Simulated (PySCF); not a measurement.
# AsH: the cost of one run

The runs use PySCF 2.14.0, with density-fitted response routines of our own; the level of theory stands in each step. All values are computed, except where a source is named. Atoms are numbered from 0 throughout.

### Step 1. Starting geometry

2 atoms, charge 0, multiplicity 1; geometry from: GFN2-xTB.

Bonds of the start (Å): As0–H1 1.52.

### Step 2. Optimising the geometry at PBE0-D3(BJ)/def2-TZVP

The job: settings as JSON, then the geometry in Å.

```
{"job": {"xc": "PBE0", "basis": "def2-TZVP", "d3": "d3bj", "grid": 2, "kind": "geom"}, "charge": 0, "multiplicity": 1}
As     0.000000     0.000000     0.000000
H      0.000000     0.000000     1.515200
```

**Question.** How long does this first job take on 2 threads of Intel Xeon at 2.50GHz (Skylake/Cascade Lake), shared host?

About 2.9 s.
